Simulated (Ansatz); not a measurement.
**AlGaH (quartet): the correlation ladder at distance Ga2–H3 = 3.387 Å, 6-31G**

Aim: climb from Hartree-Fock through coupled cluster and multireference methods for AlGaH (quartet) at one geometry and basis, and see what each rung misses.

Computed with Ansatz 0.2.0, Gaussian basis. Level: 6-31G, core rule «outside noble gas», up to 19 orbitals frozen.

Plan: UHF; CCSD(T) on ROHF; CCSD(T) on UHF; BCCD(T) on ROHF; CISD; CCSDT(Q) on ROHF; CCSDT(Q) on UHF; CASSCF and MRCISD+Q, 5 electrons in 5 orbitals; CASSCF and NEVPT2, 5 electrons in 5 orbitals; CASSCF and MRCISD+Q, 7 electrons in 9 orbitals; CASSCF and NEVPT2, 7 electrons in 9 orbitals; Full CI.

23 further runs of the same task are left out: 2 for a known fault of the program, 17 that didn't finish, 4 set aside as unsound or not needed.

### Step 1. The geometry

The geometry derives from a PBE0/def2-TZVP stationary point (not a proven minimum). One bond is set to the value named and the two fragments are kept rigid. No spin-orbit coupling is included. The filled d shell of Ga may be among the frozen orbitals whatever the setting's name suggests; the logs give the count.

3 atoms, charge 0, spin multiplicity 4.

Atoms are counted from 1 here; the program's logs count them from 0.

Bond lengths: Al1–Ga2 2.308 Å.

### Step 2. UHF

Contents of in.yaml:

```yaml
crystal:
  periodic: [false, false, false]
  atoms:
    - {symbol: Al, position_ang: [0.000000, 0.000000, -2.667933]}
    - {symbol: Ga, position_ang: [0.000000, 0.000000, -0.359533]}
    - {symbol: H, position_ang: [0.000000, 0.000000, 3.027467]}
basis:
  gaussian: {orbitals: 6-31G}
magnetization: {spin_polarized: true, initial_magnetization: 3}
hamiltonian: {xc: hf}
output: {orbitals: {seedname: orbitals}}
```

Run with:

```console
> ansatz run in.yaml --threads 1 --pin off --events-out ev --progress --plain --max-ram 2393MiB
```

After this run come: CCSD(T) on ROHF; CCSD(T) on UHF; BCCD(T) on ROHF; CISD; CCSDT(Q) on ROHF; CCSDT(Q) on UHF; CASSCF and MRCISD+Q, 5 electrons in 5 orbitals; CASSCF and NEVPT2, 5 electrons in 5 orbitals; CASSCF and MRCISD+Q, 7 electrons in 9 orbitals; CASSCF and NEVPT2, 7 electrons in 9 orbitals; Full CI.

Q: Predict the results of all the runs planned. Wanted: FCI below the RHF energy; RMP2 from FCI; UMP2 from FCI; RCCSD from FCI; RCCSD(T) from FCI; UCCSD(T) from FCI; RCCSDT(Q) from FCI; UCCSDT(Q) from FCI; NEVPT2 pair from FCI.

**Answer**, as computed:

| quantity | value |
| --- | --- |
| FCI below the RHF energy | -2.4348 eV |
| RMP2 from FCI | +69.7 kJ/mol |
| UMP2 from FCI | +93.6 kJ/mol |
| RCCSD from FCI | +12.7 kJ/mol |
| RCCSD(T) from FCI | +3.8 kJ/mol |
| UCCSD(T) from FCI | +5.4 kJ/mol |
| RCCSDT(Q) from FCI | +0.5 kJ/mol |
| UCCSDT(Q) from FCI | +0.6 kJ/mol |
| NEVPT2 pair from FCI | +56.8 kJ/mol |
| MRCISD+Q pair from FCI | -1.8 kJ/mol |
| NEVPT2 valence from FCI | +14.6 kJ/mol |
| levels within 1 kcal/mol (43 meV) | RCCSD(T), RCCSDT, UCCSDT, RCCSDT(Q), UCCSDT(Q), MRCISD+Q pair, MRCISD valence, MRCISD+Q valence |
| T1 diagnostic | 0.029 |
| effectively unpaired electrons | 3.20 |

**Reading.** RCCSD(T) lands +3.8 kJ/mol from the yardstick (1.6 % of the correlation energy). MRCISD+Q pair falls below full CI: the +Q correction isn't variational, and the cores differ from full CI's. One determinant dominates. Of the multireference levels listed MRCISD+Q valence comes nearest in total energy (+0.1 kJ/mol), which doesn't show that its space is the better one. These misses are within one basis, not against nature; the frozen cores of restricted and unrestricted runs differ, which can shift their rows.
